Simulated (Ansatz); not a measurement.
# Ti2CS, relaxed

Aim: in Ti2CS, a crystal from a database, its volume scaled a little, relax cell and atoms at 5 GPa, then read levels, charges and fields where it ends.

All numbers below are computed with Ansatz 0.2.0 (DFT, r2SCAN, no spin polarisation, plane waves, PAW).

### Step 1. The system as given

Symmetry: P6_3/mmc, No. 194, hexagonal system. Conventional cell: a = 3.196 Å, b = 3.196 Å, c = 11.152 Å, α = 90.00°, β = 90.00°, γ = 120.00°. Ti (site symmetry 3m) has 3 C at 2.15 Å and 3 S at 2.50 Å as nearest neighbours. Around C (site symmetry -3m) lie 6 Ti at 2.15 Å. Around S (site symmetry -6m2) lie 6 Ti at 2.50 Å.

Its coordinates follow in the input file.

The first density is read from a saved solution for the starting cell.

### Step 2. The walk to rest

Input file input.yaml:

```yaml
crystal:
  lattice:
    - [3.19620668, 0.0, 0.0]
    - [-1.59810334, 2.76799464, 0.0]
    - [0.0, 0.0, 11.15187376]
  atoms:
    - { symbol: Ti, position: [0.33333, 0.66667, 0.099] }
    - { symbol: Ti, position: [0.66666, 0.33333, 0.599] }
    - { symbol: Ti, position: [0.33333, 0.66667, 0.401] }
    - { symbol: Ti, position: [0.66667, 0.33334, 0.901] }
    - { symbol: C, position: [0.0, 0.0, 0.0] }
    - { symbol: C, position: [0.0, 0.0, 0.5] }
    - { symbol: S, position: [0.66667, 0.33333, 0.25] }
    - { symbol: S, position: [0.33334, 0.66667, 0.75] }
  symmetry: { tolerance: 0.0003 }
kpoints:
  mp_grid: { grid: [11, 11, 3], shift: [0, 0, 0] }
magnetization:
  spin_polarized: false
scf:
  occupations: { method: fermi_dirac }
  lower_state_search: "off"
hamiltonian:
  pseudopotentials: { kind: paw }
  xc: r2scan
basis:
  ecutwfc: 500
  fft_grid_basis: typed
relax:
  max_steps: 80
  cell: { p_target: 5.0 }
  f_tol: 0.03
output:
  forces: true
  stress: true
  eigenvalues: true
  bader: true
  populations: true
  elf: true
  write_potential: true
  volumetric_format: npy
  dos:
    e_range: [-12, 8]
    de: 0.05
    projected: { site_lists: { C: [C], S: [S], Ti: [Ti] } }
  write_density: true
checkpoint:
  read: saved_state
```

On the command line:

```console
$ ansatz run input.yaml --threads 2 --pin off --max-ram 3584MiB --backend cpu --events-out ev --progress --plain --runs-dir out
```

Log, shortened:

```text
Warning: the atoms were moved onto the symmetric positions of the space group found under crystal.symmetry.tolerance 3.0e-4 (fractional; no operation is sought that the atoms, as they stand in a round, miss by more than twice it, and no atom is moved by as much as it), and the run uses [...]
Warning: RAYON_NUM_THREADS=2 ignored (pool sized by the plan → 2); use --threads N
[...]
Pseudopotentials: kind: paw
Pseudopotential: Ti, paw, valence charge 12, recommended cutoff 500 eV (meta_gga), Ti.paw.azcp
Pseudopotential: C, paw, valence charge 4, recommended cutoff 500 eV (meta_gga), C.paw.azcp
Pseudopotential: S, paw, valence charge 6, recommended cutoff 500 eV (meta_gga), S.paw.azcp
Functional definition: r2SCAN
[...]
Crystal: 8 atoms, lattice volume = 98.662 Å³
Basis set: ecut = 500 eV, 2507 PW (Γ), exchange–correlation on 96×96×360 points (64 copies of the dense FFT grid, shifted against one another)
Bands: 42, of which v1, the nominal top of the filled ones, is band 34 counted from 1 (33 counted from 0)
Symmetry: 24 space group operations
Space group: P63/mmc (ITA 194), of the structure as read, at distance tolerance 1.4e-3 Å
k-points: 32 of 363
[...]
SCF iter   1: F=-12343.956228 eV  HF=-12343.953281 eV  |F-HF|=2.95e-3  |Δ(HF+E_count)|=         —  Δρ=1.15e-3  dr2=5.32e-4  dr2_τ=3.19e-3  ethr=7.81e-7  ⟨swp⟩=2.7  Hψ=8361  notcnv=0
[...]
relax step   1: F+E_penalty+E_count = -12343.95663449 eV  Δ(F+E_penalty+E_count) = +0.000e0 eV  max|allowed force component| = 7.311e-2 eV/Å  Δτ_max = 0.0000 Å  P = +2.186 GPa  Ω = 98.662 Å³  (6 SCF iters, dr2 threshold 1.00e-7 eV, accepted)
[...]
relax step   2: F+E_penalty+E_count = -12343.92333839 eV  Δ(F+E_penalty+E_count) = +3.330e-2 eV  max|allowed force component| = 5.930e-2 eV/Å  Δτ_max = 0.0073 Å  P = +4.892 GPa  Ω = 97.219 Å³  energy of the carried Pulay correction = +6.277e-4 eV  (6 SCF iters, dr2 threshold 8.00e-7 eV, accepted)
[...]
SCF iter   3: F=-12343.926738 eV  HF=-12343.926757 eV  |F-HF|=1.89e-5  |Δ(HF+E_count)|=   4.41e-5  Δρ=1.32e-4  dr2=3.44e-5  dr2_τ=1.46e-6  ethr=4.08e-7  ⟨swp⟩=2.0  Hψ=1819  notcnv=0
```

### Step 3. More of the same log

The log, continued:

```text
SCF iter   4: F=-12343.926748 eV  HF=-12343.926751 eV  |F-HF|=3.28e-6  |Δ(HF+E_count)|=   5.22e-6  Δρ=6.17e-5  dr2=7.38e-6  dr2_τ=4.52e-7  ethr=5.06e-8  ⟨swp⟩=2.0  Hψ=1862  notcnv=0
SCF iter   5: F=-12343.926751 eV  HF=-12343.926751 eV  |F-HF|=2.99e-7  |Δ(HF+E_count)|=   4.10e-7  Δρ=2.80e-5  dr2=9.41e-7  dr2_τ=7.83e-8  ethr=1.09e-8  ⟨swp⟩=2.0  Hψ=1866  notcnv=0
SCF iter   6: F=-12343.926751 eV  HF=-12343.926751 eV  |F-HF|=1.22e-8  |Δ(HF+E_count)|=   8.40e-8  Δρ=8.60e-6  dr2=7.39e-8  dr2_τ=3.02e-9  ethr=1.18e-9  ⟨swp⟩=10.9  Hψ=9212  notcnv=0
the search or the solves at the SCF's close seem to have found levels that the self-consistency loop had missed (the run counts 1). By its estimate they hold 4.06e-12 electrons. The energies and the density leave them out; if the run goes on with those levels, later outputs use occupations computed again with them
SCF 3 converged in 6 iterations: F = -12343.926751 eV  dr2 = 7.39e-8
relax step   3: F+E_penalty+E_count = -12343.92675111 eV  Δ(F+E_penalty+E_count) = -3.413e-3 eV  max|allowed force component| = 6.532e-3 eV/Å  Δτ_max = 0.0015 Å  P = +5.033 GPa  Ω = 97.217 Å³  energy of the carried Pulay correction = +6.286e-4 eV  (6 SCF iters, dr2 threshold 8.00e-7 eV, accepted)
Crystal: 8 atoms, lattice volume = 97.237 Å³
iter 1 solved again at ethr=2.82e-9 eV; its pass at ethr=3.10e-3 eV (dr2=1.91e-6 eV) is discarded
SCF iter   1: F=-12343.927384 eV  HF=-12343.927372 eV  |F-HF|=1.15e-5  |Δ(HF+E_count)|=         —  Δρ=5.23e-5  dr2=1.78e-6  dr2_τ=1.99e-5  ethr=2.82e-9  ⟨swp⟩=3.3  Hψ=7316  notcnv=0
preconditioner: auto → Kerker (q_TF=auto, 2.570 Å⁻¹)  [metal: Δε(μ)=0.066 eV  Ē_g=7.684 eV  σ=0.100 eV  W_gap=0.16  n_scr=38 (ndim 8)  ℏωp=22.6 eV  f_vac=0.000  D(μ)=2.07/eV (n_scr^D=6)]
SCF iter   2: F=-12343.927385 eV  HF=-12343.927385 eV  |F-HF|=1.80e-8  |Δ(HF+E_count)|=   1.25e-5  Δρ=2.32e-5  dr2=3.21e-7  dr2_τ=2.90e-8  ethr=2.62e-9  ⟨swp⟩=2.0  Hψ=2441  notcnv=0
SCF iter   3: F=-12343.927385 eV  HF=-12343.927385 eV  |F-HF|=4.17e-9  |Δ(HF+E_count)|=   4.46e-8  Δρ=9.49e-6  dr2=8.14e-8  dr2_τ=3.41e-9  ethr=4.72e-10  ⟨swp⟩=2.2  Hψ=1705  notcnv=0
SCF iter   4: F=-12343.927385 eV  HF=-12343.927385 eV  |F-HF|=2.05e-9  |Δ(HF+E_count)|=   1.67e-8  Δρ=2.69e-6  dr2=7.58e-9  dr2_τ=5.96e-10  ethr=4.67e-11  ⟨swp⟩=8.0  Hψ=7424  notcnv=0
SCF 4 converged in 4 iterations: F = -12343.927385 eV  dr2 = 7.58e-9
relax step   4: F+E_penalty+E_count = -12343.92738462 eV  Δ(F+E_penalty+E_count) = -6.335e-4 eV  max|allowed force component| = 1.608e-3 eV/Å  Δτ_max = 0.0002 Å  P = +4.994 GPa  Ω = 97.237 Å³  energy of the carried Pulay correction = +6.198e-4 eV  (4 SCF iters, dr2 threshold 3.18e-8 eV, accepted)
Initial wavefunctions: pseudopotential atomic-orbital guess (no wavefunctions were taken with the density)
iter 1 solved again at ethr=1.95e-8 eV; its pass at ethr=3.10e-3 eV (dr2=1.32e-5 eV) is discarded
SCF iter   1: F=-12343.926796 eV  HF=-12343.926796 eV  |F-HF|=3.81e-7  |Δ(HF+E_count)|=         —  Δρ=3.00e-5  dr2=9.27e-8  dr2_τ=1.01e-6  ethr=1.95e-8  ⟨swp⟩=4.1  Hψ=9130  notcnv=0
SCF iter   2: F=-12343.926793 eV  HF=-12343.926793 eV  |F-HF|=8.79e-8  |Δ(HF+E_count)|=   2.56e-6  Δρ=1.61e-5  dr2=3.60e-8  dr2_τ=4.57e-8  ethr=1.36e-10  ⟨swp⟩=2.9  Hψ=2834  notcnv=0
SCF iter   3: F=-12343.926793 eV  HF=-12343.926793 eV  |F-HF|=1.03e-9  |Δ(HF+E_count)|=   9.41e-8  Δρ=2.59e-6  dr2=4.87e-9  dr2_τ=9.80e-10  ethr=5.29e-11  ⟨swp⟩=3.0  Hψ=2706  notcnv=0
SCF iter   4: F=-12343.926793 eV  HF=-12343.926793 eV  |F-HF|=3.57e-10  |Δ(HF+E_count)|=   1.20e-9  Δρ=6.39e-7  dr2=4.33e-10  dr2_τ=4.66e-11  ethr=7.17e-12  ⟨swp⟩=3.0  Hψ=2680  notcnv=0
SCF iter   5: F=-12343.926793 eV  HF=-12343.926793 eV  |F-HF|=2.36e-11  |Δ(HF+E_count)|=  4.27e-10  Δρ=2.46e-7  dr2=7.91e-11  dr2_τ=3.48e-12  ethr=1.00e-12  ⟨swp⟩=6.8  Hψ=6157  notcnv=0
SCF 5 converged in 5 iterations: F = -12343.926793 eV  dr2 = 7.91e-11
relax step   5: F+E_penalty+E_count = -12343.92679314 eV  Δ(F+E_penalty+E_count) = +5.915e-4 eV  max|allowed force component| = 1.629e-3 eV/Å  Δτ_max = 0.0000 Å  P = +4.991 GPa  Ω = 97.237 Å³  stress off target by 1.09e-2 GPa  SCF on the basis re-selected at this cell (its energy is not comparable with the rows above)  (5 SCF iters)
basis re-selected at this cell: Δ(F+E_penalty+E_count) = +5.915e-4 eV, ΔP = -0.003 GPa vs the last step (what re-selecting the basis moved, of the pressure what is left beyond the Pulay correction that the steps carried, after the strain that the cell walked since its last selection, with what the two solves' SCF thresholds leave and, on support functions, any second-order correction that the steps lacked; it is no measure of the basis error at this ecutwfc). This SCF's stress stands 1.09e-2 GPa from its target on what of the cell is left free (relax.cell.stress_tol is 5.00e-2 GPa) and its largest allowed force component is 1.63e-3 eV/Å (relax.f_tol is 3.00e-2 eV/Å): within both
SCF converged after 5 iterations
Free energy (F): -12343.926793 eV
Harris-Foulkes:  -12343.926793 eV  (|F-HF|=2.36e-11)
Internal energy: -12343.856080 eV  (E = F + TS)
E sigma→0 (E₀):  -12343.891436 eV
Entropy (-TS):   -0.070713 eV (-8.839 meV/atom)
Fermi energy:    14.929114 eV
--- Per-component energies (eV) ---
  E_band       = -516.083826
  E_kinetic    = 1500.279884
  E_local      = -3547.573185  (includes V_loc(G=0)·N_el)
  E_nonlocal   = 133.049040
  E_hartree    = 1476.823620
  E_xc         = -661.385447
  E_vxc        = -866.164377  (∫ρ·V_xc dr)
  E_paw        = -5645.989804  (= ΣΔE_a)
  E_vpaw       = -741.382229  (= ΣTr[D̂ρ^β])
  E_aug_tail   = 0.000357  (compensation charges beyond the density's cutoff)
  E_vtau       = 52.059526  (kinetic-family band-sum trace: ∫τ·v_τ [+ j·A + Jᵃ·Aᵃ] dr)
  E_ewald      = -5597.777635
  E_core_change = -1.282910  (= ΣΔE_core)
  E_smearing   = -0.070713  (= −TS)
  E_closure    = -0.000000  (closes the sum)
  Σ components = -12343.926793   (vs F -12343.926793, Δ=0.00e0)
--- Forces (eV/Å), atoms counted from 1 ---
  atom   1  Ti    -0.00000000     0.00000000    -0.00162923
  atom   2  Ti     0.00000000    -0.00000000    -0.00162923
  atom   3  Ti     0.00000000     0.00000000     0.00162923
  atom   4  Ti     0.00000000    -0.00000000     0.00162923
  atom   5  C     -0.00000000     0.00000000     0.00000000
  atom   6  C     -0.00000000    -0.00000000     0.00000000
  atom   7  S      0.00000000    -0.00000000    -0.00000000
  atom   8  S      0.00000000     0.00000000     0.00000000
  max |Σ_I F_I| component: 2.31e-17 eV/Å
--- Stress (GPa, compression-positive) ---
        4.989135       0.000000       0.000000
        0.000000       4.989135      -0.000000
        0.000000      -0.000000       4.994262
  P = ⅓ Tr σ = 4.9908 GPa (49.908 kbar)
--- Band table (eV; the first three rows and the last of 32) ---
  k-point 0: bands = ["-44.7240", "-44.7194", "-44.6476", "-44.6429", "-20.2198", "-20.1487", "-19.8473", "-19.8046", "-19.8046", "-19.7992", "-19.7992", "-19.7717", "-19.7422", "-19.7422", "-19.7366", "-19.7366", "-1.4483", "-1.2306", "2.3774", "3.1184", "7.2324", "9.6136", "9.9174", "10.8749", "10.8749", "11.5488", "11.5488", "12.2953", "12.2953", "12.8792", "14.1184", "14.1184", "14.6927", "14.8031", "14.8031", "15.0183", "15.0183", "15.8333", "15.8333", "16.0434", "16.4681", "16.4681"]
  k-point 1: bands = ["-44.7229", "-44.7206", "-44.6464", "-44.6440", "-20.2044", "-20.1694", "-19.8254", "-19.8033", "-19.8033", "-19.8006", "-19.8006", "-19.7881", "-19.7407", "-19.7407", "-19.7379", "-19.7379", "-1.3978", "-1.2893", "2.5480", "2.9146", "7.6174", "8.5552", "10.9794", "10.9794", "11.0558", "11.2728", "11.2728", "12.2436", "12.7554", "12.7554", "13.5569", "13.5569", "14.8706", "14.8706", "15.0138", "15.0138", "15.1167", "15.7288", "16.3686", "16.3686", "16.6475", "16.6475"]
  k-point 2: bands = ["-44.7201", "-44.7155", "-44.6464", "-44.6417", "-20.2111", "-20.1423", "-19.8757", "-19.8382", "-19.8138", "-19.8082", "-19.8021", "-19.7613", "-19.7607", "-19.7520", "-19.7432", "-19.7376", "-1.3293", "-1.1308", "2.4917", "3.1529", "7.3849", "9.3662", "10.0433", "10.7226", "10.9189", "11.5872", "11.6952", "11.7518", "12.1917", "12.6587", "13.0997", "13.5753", "14.6162", "14.8178", "15.1215", "15.2833", "15.3036", "15.7773", "15.9411", "16.1185", "16.4722", "16.6544"]
  k-point 31: bands = ["-44.6527", "-44.6508", "-44.6440", "-44.6422", "-20.1024", "-20.0954", "-20.0851", "-20.0730", "-20.0372", "-20.0288", "-19.8817", "-19.8756", "-19.8319", "-19.8264", "-19.8047", "-19.7966", "0.5988", "0.5999", "3.9242", "3.9277", "7.9479", "8.0057", "8.7967", "8.8396", "9.2780", "9.3239", "10.4526", "10.5536", "10.9034", "10.9549", "11.6889", "11.8602", "14.4984", "14.9888", "15.4966", "15.7533", "16.3665", "16.5702", "17.0000", "17.1029", "17.2929", "17.5015"]
--- Relaxed structure (4 steps of the walk, 4 accepted, 1 SCFs on fresh bases) ---
  F+E_penalty+E_count = -12343.92679314 eV   max|allowed force component| = 1.629e-3 eV/Å   (the final SCF, on the basis selected at the relaxed cell)
  cell:  # Å, volume = 97.2373 Å³
    - [3.1758590224874115, 0.0, -3.3304218477709683e-35]
    - [-1.5879295112437057, 2.750374592312113, -2.576090264400953e-36]
    - [-7.74677778342725e-35, 0.0, 11.132165989545454]
  atoms:
    - { symbol: Ti, position: [0.33333333333333337, 0.6666666666666669, 0.0995032172020226] }
    - { symbol: Ti, position: [0.6666666666666667, 0.33333333333333337, 0.5995032172020226] }
    - { symbol: Ti, position: [0.33333333333333337, 0.6666666666666669, 0.4004967827979774] }
    - { symbol: Ti, position: [0.6666666666666667, 0.33333333333333337, 0.9004967827979773] }
    - { symbol: C, position: [1.6809795369535923e-34, -2.754149327029093e-35, -2.4305381226031344e-21] }
    - { symbol: C, position: [3.2541894025952854e-34, 1.5945075051221106e-35, 0.49999999999999994] }
    - { symbol: S, position: [0.6666666666666667, 0.33333333333333337, 0.24999999999999997] }
    - { symbol: S, position: [0.3333333333333334, 0.6666666666666669, 0.7499999999999999] }
--- Löwdin populations: 8 sites ---
  site symbol       q [e]
     0     Ti     11.2923
     1     Ti     11.2923
     2     Ti     11.2923
     3     Ti     11.2923
     4      C      4.8950
     5      C      4.8950
     6      S      6.3359
     7      S      6.3359
  spilling = 0.005427 (of n_electrons = 68.000000)
--- Bader charges: 8 sites ---
  site symbol  charge [e]  shift [e]
     0     Ti      1.6505     0.0006
     1     Ti      1.6505     0.0006
     2     Ti      1.6505     0.0006
     3     Ti      1.6505     0.0006
     4      C     -2.0133     0.0006
     5      C     -2.0133     0.0006
     6      S     -1.2877     0.0006
     7      S     -1.2877     0.0006
  estimated error of the sums over rays = 6.1e-4 e
```

Wall time 92 s (2 threads of Arm Neoverse V2, shared host); peak memory 0.68 GiB.

Step by step:

```csv
step,energy from step 1 (eV/cell),largest force component (eV/Å),pressure (GPa),volume (Å³)
1,0.0000,0.0731,2.19,98.66
2,0.0333,0.0593,4.89,97.22
3,0.0299,0.0065,5.03,97.22
4,0.0292,0.0016,4.99,97.24
5,0.0298,0.0016,4.99,97.24
```

Step 1 is the start. Step 5 repeats the geometry before on a plane-wave basis chosen anew for that cell, so the energy can jump there without any move; the table keeps such jumps.

| input's cell | before | after | change |
| --- | --- | --- | --- |
| a (Å) | 3.196 | 3.176 | -0.6 % |
| b (Å) | 3.196 | 3.176 | -0.6 % |
| c (Å) | 11.152 | 11.132 | -0.2 % |
| volume (Å³/atom) | 12.33 | 12.15 | -1.4 % |

The largest move, 0.01 Å, apart from the change of the cell, is shared by several atoms, Ti4 among them.

At a target of 5 GPa the walk lowers the enthalpy E + PV, so the energy alone may rise.

### Step 4. Density of states

Counts of states in windows (eV from the Fermi level; tetrahedra), total and projected:

| from | to | total | C p | S p | Ti d |
| --- | --- | --- | --- | --- | --- |
| -8.0 | -7.0 | 1.42 | 0.08 | 0.93 | 0.23 |
| -7.0 | -6.0 | 3.69 | 0.36 | 2.17 | 0.68 |
| -6.0 | -5.0 | 2.87 | 0.17 | 1.91 | 0.56 |
| -5.0 | -4.0 | 5.50 | 1.66 | 1.79 | 1.67 |
| -4.0 | -3.0 | 8.12 | 3.44 | 1.31 | 3.06 |
| -3.0 | -2.0 | 2.21 | 0.69 | 0.71 | 0.75 |
| -2.0 | -1.0 | 1.50 | 0.10 | 0.17 | 1.18 |
| -1.0 | 0.0 | 2.63 | 0.08 | 0.09 | 2.34 |
| 0.0 | 1.0 | 3.19 | 0.10 | 0.14 | 2.83 |

The bands computed are complete only to about 1.5 eV above the Fermi level.

### Step 5. Charges

By element, from the tables in the log (a charge is positive for electrons lost): Löwdin charges also hold the electrons that the projection spills.

```csv
element,atoms,Bader charge (e),Bader volume (Å³),Löwdin charge (e)
Ti,4,+1.65,8.5,+0.71
C,2,-2.01,13.1,-0.89
S,2,-1.29,18.5,-0.34
```

The Löwdin projection spills 0.5 % of the electrons and depends on the orbitals chosen; where it disagrees with Bader's partition, neither is an observable.

### Step 6. Real-space fields

Maps in the plane spanned by a and b at height 0.100 along c (axes of the input's cell), one cell: a runs left to right (10 points from zero), b bottom to top (10 points), 120° apart. Near the nuclei they are pseudo-fields.

Valence density. Ten steps from '0' (0.14 e/Å³) to '9' (9.72 e/Å³), finer at the low end (step k begins (100^(k/10) - 1)/99 of the way up):
```
2125775212
1268986211
1589985111
2799972000
3788730000
2565200000
1221000000
1111000001
2211000011
2211232112
```

ELF. Ten even steps from '0' (0.06) to '9' (0.66):
```
8405995048
4079697047
0590095033
1960691020
2999920110
1575101210
0000012210
4443211123
8873000037
9840121048
```

Atoms within 0.2 Å of the plane, in fractions of a and b: Ti at (0.33, 0.67).

Along short contacts, where the density is least:

```csv
contact,length (Å),minimum at (fraction),density (e/Å³),ELF
Ti1–S7,2.484,0.45,0.356,0.16
```

### Step 7. What came out

| quantity | value |
| --- | --- |
| moves | 3 |
| largest move | 0.01 Å (Ti) |
| space group (0.01 Å), before / after | P6_3/mmc / P6_3/mmc |
| cell | a = 3.176 Å, b = 3.176 Å, c = 11.132 Å, α = 90.00°, β = 90.00°, γ = 120.00° |
| volume | 12.15 Å³/atom (-1.4 %) |
| pressure at the end | 4.99 GPa |
| character | metal |
| density of states, mean within 0.25 eV of the Fermi level | 1.6 per eV per cell |
| Bader charges | Ti +1.65, C -2.01, S -1.29 e |

The volume shrank by 1.4 %, and the largest move of an atom is 0.01 Å apart from the change of the cell. With 24 symmetry operations imposed, the end may be a saddle point towards distortions that break them. The cell is metallic; within 0.25 eV of the Fermi level the density of states averages 1.6 per eV per cell, mostly Ti d (90 %), but it varies sharply: 0.88 at the Fermi level itself, on this mesh. Ti loses most charge (+1.65 e on average) and C gains most (-2.01 e).
